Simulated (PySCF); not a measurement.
**Si2H3F2 (SMILES F[Si](F)[SiH3]): a chain of runs**

Aim: a structure relaxation (UBLYP/LANL08), then the energy (UCCSD(T)/STO-6G), then the vertical excitations (TDA-KT2/pcseg-0) of Si2H3F2. Input form: a Python script.

The calculation is run with PySCF 2.14.0.

1 further run of the same task is left out (for a faulty analytic Hessian).

## Step 1: The structure to begin with

The species is Si2H3F2 (7 atoms), meant as a doublet with charge 0. SMILES: `F[Si](F)[SiH3]`. Geometry: a rough force-field guess. The run starts from this shape.

Bond lengths: F1–Si2 1.655 Å, Si2–F3 1.611 Å, Si2–Si4 2.294 Å, Si4–H5 1.464 Å, Si4–H6 1.489 Å, Si4–H7 1.535 Å. Angles: F1–Si2–F3 108.2°, F1–Si2–Si4 110.7°, F3–Si2–Si4 111.2°, Si2–Si4–H5 114.6°, Si2–Si4–H6 112.1°, Si2–Si4–H7 108.2°, H5–Si4–H6 111.2°, H5–Si4–H7 106.0°, H6–Si4–H7 103.9°.

## Step 2: A structure relaxation at UBLYP/LANL08 (core potential) (run 1)

The input, start.xyz:

```xyz
7
F2H3Si2
F      1.819600    -0.887300     1.413800
Si     0.230200    -0.984900     0.962300
F     -0.002700    -2.406700     0.242400
Si    -0.327100     0.751500    -0.429800
H      0.396500     0.769700    -1.702400
H     -0.242100     2.070200     0.257300
H     -1.813200     0.619300    -0.789100
```

The input, input.py:

```python
# F[Si](F)[SiH3]
from pyscf import gto, dft
from pyscf.geomopt.geometric_solver import kernel as optimise

mol = gto.M(
    atom='start.xyz',
    spin=1,
    ecp={'Si': 'lanl08'},
    max_memory=1860,
    charge=0,
    verbose=4,
    basis={'default': 'lanl08', 'F': '6-311g**', 'H': '6-311g**'},
)

mf = dft.UKS(mol)
mf.xc = 'blyp'
converged, mol_eq = optimise(mf, maxsteps=100, convergence_set='GAU_TIGHT')
print('converged:', converged)
print(mol_eq.tostring())

mf.reset(mol_eq)
mol = mol_eq
mf.kernel()
energy = mf.e_tot
print('E = %.10f Eh' % energy)
```

The run is started by

```bash
$ OMP_NUM_THREADS=1 python input.py
```

Log:

```text
PySCF version 2.14.0

[... 63 lines left out ...]
> Will converge when all 5 criteria are reached:
[... 217 lines left out ...]
converged SCF energy = -209.276806063293  <S^2> = 0.75133436  2S+1 = 2.0013339
[... 419 lines left out ...]
converged SCF energy = -209.278439900684  <S^2> = 0.7515332  2S+1 = 2.0015326
[... 383 lines left out ...]
converged SCF energy = -209.278441019763  <S^2> = 0.75152374  2S+1 = 2.0015232
[... 317 lines left out ...]
converged SCF energy = -209.278441766132  <S^2> = 0.75152585  2S+1 = 2.0015253
[... 340 lines left out ...]
converged SCF energy = -209.278441764839  <S^2> = 0.75152585  2S+1 = 2.0015253
[... 348 lines left out ...]
converged SCF energy = -209.278441764609  <S^2> = 0.75152584  2S+1 = 2.0015253
[... 339 lines left out ...]
converged SCF energy = -209.278441763733  <S^2> = 0.75152584  2S+1 = 2.0015253
[... 196 lines left out ...]
converged SCF energy = -209.27844176356  <S^2> = 0.7515258  2S+1 = 2.0015252
E = -209.2784417636 Eh
```

Wall time 7.7 min (1 thread of Arm Neoverse V2, shared host); peak memory 0.82 GiB.

Steps, from the record of the run:

| step | energy from the first frame kept (eV) | largest force (eV/Å) |
| --- | --- | --- |
| 0 | 0.0000 | 2.2651 |
| 3 | -0.2386 | 0.0789 |
| 6 | -0.2393 | 0.0128 |
| 9 | -0.2393 | 0.0081 |
| 12 | -0.2393 | 0.0051 |
| 15 | -0.2393 | 0.0030 |
| 18 | -0.2393 | 0.0031 |
| 21 | -0.2393 | 0.0033 |
| 24 | -0.2393 | 0.0036 |
| 27 | -0.2393 | 0.0040 |
| 30 | -0.2393 | 0.0039 |
| 33 | -0.2393 | 0.0039 |
| 36 | -0.2393 | 0.0039 |
| 39 | -0.2393 | 0.0038 |
| 42 | -0.2393 | 0.0038 |
| 45 | -0.2393 | 0.0038 |
| 48 | -0.2393 | 0.0038 |
| 51 | -0.2393 | 0.0038 |
| 54 | -0.2393 | 0.0038 |
| 57 | -0.2393 | 0.0038 |
| 60 | -0.2393 | 0.0038 |
| 62 | -0.2393 | 0.0038 |

After the run. Bond lengths: F1–Si2 1.692 Å, Si2–F3 1.692 Å, Si2–Si4 2.419 Å, Si4–H5 1.478 Å, Si4–H6 1.475 Å, Si4–H7 1.475 Å. Angles: F1–Si2–F3 105.0°, F1–Si2–Si4 107.3°, F3–Si2–Si4 107.2°, Si2–Si4–H5 109.3°, Si2–Si4–H6 107.3°, Si2–Si4–H7 107.3°, H5–Si4–H6 111.1°, H5–Si4–H7 111.1°, H6–Si4–H7 110.6°.

## Step 3: A single-point energy at UCCSD(T)/STO-6G (run 3)

The input, input.py:

```python
from pyscf import gto, scf, cc

system = gto.M(
    atom=[
    ('F', (1.857457, -0.874926, 1.342688)),
    ('Si', (0.201998, -1.016960, 1.023390)),
    ('F', (0.047176, -2.456277, 0.147519)),
    ('Si', (-0.403502, 0.794365, -0.461305)),
    ('H', (0.439261, 0.735781, -1.674154)),
    ('H', (-0.188221, 2.054401, 0.273833)),
    ('H', (-1.829332, 0.626436, -0.797847)),
],
    spin=1,
    verbose=4,
    cart=True,
    basis='sto-6g',
    max_memory=1860,
)

mf = scf.UHF(system)
mf.kernel()

mycc = cc.CCSD(mf, frozen=12)
mycc.kernel()
e_t = mycc.ccsd_t()
etot = mycc.e_tot + e_t
print(f'total energy: {etot:.8f} hartree')
```

The run is started by

```bash
$ OMP_NUM_THREADS=1 python input.py
```

Log:

```text
PySCF version 2.14.0

[... 96 lines left out ...]
converged SCF energy = -775.443481599378  <S^2> = 0.75741901  2S+1 = 2.0074053
[... 12 lines left out ...]
Init t2, MP2 energy = -0.100070352307105
[... 17 lines left out ...]
UCCSD converged
[... 2 lines left out ...]
total energy: -775.58577812 hartree
```

Run time: 1.5 s. Hardware: 1 thread of Arm Neoverse V2, shared host; peak memory 0.17 GiB.

## Step 4: The vertical excitations at TDA-KT2/pcseg-0 (SMD dichloromethane) (run 4)

The input, run.py:

```python
from pyscf import gto, dft, tdscf, solvent

mol = gto.M(
    atom='''
F    1.857457  -0.874926   1.342688
Si   0.201998  -1.016960   1.023390
F    0.047176  -2.456277   0.147519
Si  -0.403502   0.794365  -0.461305
H    0.439261   0.735781  -1.674154
H   -0.188221   2.054401   0.273833
H   -1.829332   0.626436  -0.797847
''',
    verbose=4,
    basis='pcseg-0',
    spin=1,
    max_memory=1860,
)

ks = dft.UKS(mol, xc='kt2')
ks = ks.SMD()
ks.with_solvent.solvent = 'dichloromethane'
ks.max_cycle = 100
ks = ks.newton()
ks.kernel()

e_tot = ks.e_tot
print('E(%s) = %.9f' % ('KT2', e_tot))

td = tdscf.TDA(ks)
td.nstates = 6
td.kernel()
td.analyze()
roots = td.e * 27.211386
osc = td.oscillator_strength()
print('state   eV      nm      f')
for i, (w, f) in enumerate(zip(roots, osc), 1):
    print('%3d %9.4f %8.1f %9.5f' % (i, w, 1239.842 / w, f))
```

The run is started by

```bash
$ OMP_NUM_THREADS=1 python run.py
```

Log:

```text
PySCF version 2.14.0

[... 88 lines left out ...]
Solvent Energy = -0.0132752522355582
[... 5 lines left out ...]
Solvent Energy = -0.00483691844125708
[... 6 lines left out ...]
Solvent Energy = -0.00485423053596642
[... 3 lines left out ...]
Solvent Energy = -0.00485473920067435
[... 3 lines left out ...]
converged SCF energy = -786.820643826761  <S^2> = 0.75121199  2S+1 = 2.0012116
[... 44 lines left out ...]
** Transition electric dipole moments (AU) **
[... 8 lines left out ...]
** Transition velocity dipole moments (imaginary part, AU) **
state          X           Y           Z        Dip. S.      Osc.
  1        -0.0156      0.0418     -0.0318      0.0030      0.0134
  2        -0.0245     -0.0216     -0.0160      0.0013      0.0054
  3         0.0089      0.0081      0.0063      0.0002      0.0007
  4         0.0427     -0.0184     -0.0400      0.0038      0.0141
  5        -0.0199     -0.0170     -0.0138      0.0009      0.0032
  6        -0.0028     -0.0115      0.0172      0.0004      0.0016

** Transition magnetic dipole moments (imaginary part, AU) **
state          X           Y           Z
  1         0.3321      0.2910      0.2193
  2        -0.4967      0.5049      0.0814
  3         0.0892      0.0322     -0.1678
  4        -0.4820     -0.4202     -0.3183
  5        -0.1978      0.1439      0.0971
  6         0.1066      0.1070      0.0798
state   eV      nm      f
  1    4.0508    306.1   0.04448
  2    4.4401    279.2   0.00368
  3    4.7876    259.0   0.00058
  4    4.8259    256.9   0.01207
  5    4.9873    248.6   0.00101
  6    4.9936    248.3   0.00666
```

It took 54 s on 1 thread of Arm Neoverse V2, shared host; peak memory 0.66 GiB.

The roots found:

| excited state | energy (eV) | strength |
| --- | --- | --- |
| 1 | 4.051 | 0.0445 |
| 2 | 4.440 | 0.0037 |
| 3 | 4.788 | 0.0006 |
| 4 | 4.826 | 0.0121 |
| 5 | 4.987 | 0.0010 |
| 6 | 4.994 | 0.0067 |

## Step 5: Results

```
                                                                           quantity          value
                                       run 1, UBLYP/LANL08: total energy at the end  -209.27844 Eh
                                                 run 1, UBLYP/LANL08: dipole moment         2.64 D
                            run 1, UBLYP/LANL08: HOMO energy (highest over α and β)       -5.52 eV
                             run 1, UBLYP/LANL08: LUMO energy (lowest over α and β)       -4.28 eV
                                                          run 1, UBLYP/LANL08: ⟨S²⟩          0.752
                                               run 3, UCCSD(T)/STO-6G: total energy  -775.58578 Eh
                       run 3, UCCSD(T)/STO-6G: dipole moment (Hartree–Fock density)         1.98 D
 run 3, UCCSD(T)/STO-6G: HOMO energy (Hartree–Fock orbitals) (highest over α and β)       -6.15 eV
  run 3, UCCSD(T)/STO-6G: LUMO energy (Hartree–Fock orbitals) (lowest over α and β)        4.86 eV
               run 3, UCCSD(T)/STO-6G: correlation energy (12 core orbitals frozen)     -142.3 mEh
                                             run 3, UCCSD(T)/STO-6G: (T) correction      -5.84 mEh
                          run 3, UCCSD(T)/STO-6G: ⟨S²⟩ of the reference determinant          0.757
                                              run 3, UCCSD(T)/STO-6G: T1 diagnostic          0.017
                          run 4, TDA-KT2/pcseg-0: ground-state or mean-field energy  -786.82064 Eh
                      run 4, TDA-KT2/pcseg-0: dipole moment (KT2 Kohn–Sham density)         2.62 D
run 4, TDA-KT2/pcseg-0: HOMO energy (KT2 Kohn–Sham orbitals) (highest over α and β)       -5.43 eV
 run 4, TDA-KT2/pcseg-0: LUMO energy (KT2 Kohn–Sham orbitals) (lowest over α and β)       -4.21 eV
                                 run 4, TDA-KT2/pcseg-0: solvent term in the energy   -12.7 kJ/mol
                          run 4, TDA-KT2/pcseg-0: ⟨S²⟩ of the reference determinant          0.751
                                   run 4, TDA-KT2/pcseg-0: lowest excitation energy        4.05 eV
```

**Reading.** The optimisation (run 1, UBLYP/LANL08) took 62 steps and changed the energy by -0.239 eV. The triples (run 3, UCCSD(T)/STO-6G) make up 4.1 % of the correlation energy. The brightest of the 6 transitions from the ground state lies at 4.05 eV (306 nm, f = 0.044). Mulliken charges (run 4, TDA-KT2/pcseg-0) of the mean-field density run from -0.44 on F3 to +0.89 on Si2.
